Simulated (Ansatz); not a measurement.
# C2H5BN+ (SMILES [NH2+]=C1BC1): functionals against CCSD(T) at one geometry

The atoms stand at a structure displaced at random from a GFN2-xTB minimum. How far do the functionals agree with CCSD(T) there?

Program: Ansatz 0.2.0, Gaussian basis. Level of theory: single points in def2-TZVPP. These are calculated values, not measurements.

Cores are frozen in the correlated methods.

### Step 1. The system as given

SMILES `[NH2+]=C1BC1`, 9 atoms, charge 1, spin multiplicity 1.

Atoms are counted from 1 here; the program's logs count them from 0.

Bond lengths: N1–C2 1.341 Å, N1–H5 1.066 Å, N1–H6 1.064 Å, C2–B3 1.582 Å, C2–C4 1.508 Å, B3–C4 1.637 Å, B3–H7 1.203 Å, C4–H8 1.173 Å, C4–H9 1.155 Å. Angles: C2–N1–H5 118.5°, C2–N1–H6 123.1°, H5–N1–H6 118.4°, N1–C2–B3 154.3°, N1–C2–C4 135.4°, B3–C2–C4 63.9°, C2–B3–C4 55.8°, C2–B3–H7 155.2°, C4–B3–H7 146.3°, C2–C4–B3 60.2°, C2–C4–H8 120.8°, C2–C4–H9 120.8°, B3–C4–H8 144.9°, B3–C4–H9 95.9°, H8–C4–H9 108.9°.

Coordinates:

```
N    -0.3017    1.3867   -0.8015
C     0.1719    0.2769   -0.2168
B     0.8253   -1.1643   -0.2110
C    -0.3219   -0.6710    0.8474
H     0.1269    1.6962   -1.7272
H    -1.0605    1.9937   -0.3670
H     1.6764   -1.9784   -0.4566
H    -1.4615   -0.7255    1.1215
H     0.3025   -0.8693    1.7988
```

### Step 2. CCSD(T)/def2-TZVPP

run/in.yaml reads:

```yaml
crystal:
  periodic: [false, false, false]
  atoms:
    - {symbol: N, position_ang: [-0.301700, 1.386700, -0.801500]}
    - {symbol: C, position_ang: [0.171900, 0.276900, -0.216800]}
    - {symbol: B, position_ang: [0.825300, -1.164300, -0.211000]}
    - {symbol: C, position_ang: [-0.321900, -0.671000, 0.847400]}
    - {symbol: H, position_ang: [0.126900, 1.696200, -1.727200]}
    - {symbol: H, position_ang: [-1.060500, 1.993700, -0.367000]}
    - {symbol: H, position_ang: [1.676400, -1.978400, -0.456600]}
    - {symbol: H, position_ang: [-1.461500, -0.725500, 1.121500]}
    - {symbol: H, position_ang: [0.302500, -0.869300, 1.798800]}
basis:
  gaussian: {orbitals: def2-TZVPP}
total_charge: 1
correlation: {method: ccsd_t}
output: {forces: true}
```

The command line of these runs was not kept.

### Step 3. PBE0-D4/def2-TZVPP

run/in.yaml: that of step 2 with these lines changed.

```diff
@@ -15,3 +15,3 @@
 total_charge: 1
-correlation: {method: ccsd_t}
-output: {forces: true}
+hamiltonian: {xc: pbe0, dispersion: d4}
+output: {forces: true, orbitals: {seedname: orbitals}}
```

### Step 4. wB97M-V/def2-TZVPP

run/in.yaml: that of step 3 with these lines changed.

```diff
@@ -15,3 +15,3 @@
 total_charge: 1
-hamiltonian: {xc: pbe0, dispersion: d4}
-output: {forces: true, orbitals: {seedname: orbitals}}
+hamiltonian: {xc: {name: wB97M-V}}
+output: {forces: true}
```

### Step 5. r2SCAN-D4/def2-TZVPP

run/in.yaml: that of step 4 with these lines changed.

```diff
@@ -15,3 +15,3 @@
 total_charge: 1
-hamiltonian: {xc: {name: wB97M-V}}
+hamiltonian: {xc: r2scan, dispersion: d4}
 output: {forces: true}
```

### Step 6. PBE-D4/def2-TZVPP

run/in.yaml: that of step 5 with these lines changed.

```diff
@@ -15,3 +15,3 @@
 total_charge: 1
-hamiltonian: {xc: r2scan, dispersion: d4}
+hamiltonian: {xc: pbe, dispersion: d4}
 output: {forces: true}
```

### Step 7. SPW92/def2-TZVPP

run/in.yaml: that of step 6 with these lines changed.

```diff
@@ -15,3 +15,3 @@
 total_charge: 1
-hamiltonian: {xc: pbe, dispersion: d4}
+hamiltonian: {xc: lda}
 output: {forces: true}
```

### Step 8. CAM-B3LYP-D4/def2-TZVPP

run/in.yaml: that of step 7 with these lines changed.

```diff
@@ -15,3 +15,3 @@
 total_charge: 1
-hamiltonian: {xc: lda}
+hamiltonian: {xc: {name: CAM-B3LYP}, dispersion: d4}
 output: {forces: true}
```

(Steps that only read results are left out.)

Before running it: what results should come out? Wanted: energy less free atoms, CCSD(T)/def2-TZVPP; RMS force component; RMS force error; HOMO and LUMO, PBE0-D4; T1 diagnostic.

The runs gave:

```
                                  quantity                                                                                              value
energy less free atoms, CCSD(T)/def2-TZVPP                                                                                     -2595.8 kJ/mol
                       RMS force component                                                               0.818 to 0.977 eV/Å over the methods
                           RMS force error  PBE0-D4 0.223, wB97M-V 0.156, r2SCAN-D4 0.195, PBE-D4 0.240, SPW92 0.461, CAM-B3LYP-D4 0.226 eV/Å
                    HOMO and LUMO, PBE0-D4                                                                                -14.01 and -8.45 eV
                             T1 diagnostic                                                                                              0.018
```

In words: Against CCSD(T) the functionals' energies less atoms differ by -674.3 to -128.5 kJ/mol, PBE-D4 by -253.4 kJ/mol. The reference is not at the basis limit: in triple zeta CCSD(T) underbinds, which counts against methods that bind more; the gaps are no ranking. The forces of wB97M-V come nearest to CCSD(T), those of SPW92 are farthest. Frozen-core CCSD(T) forces in triple zeta carry basis errors of their own, and this is one geometry, so small gaps rank nothing.
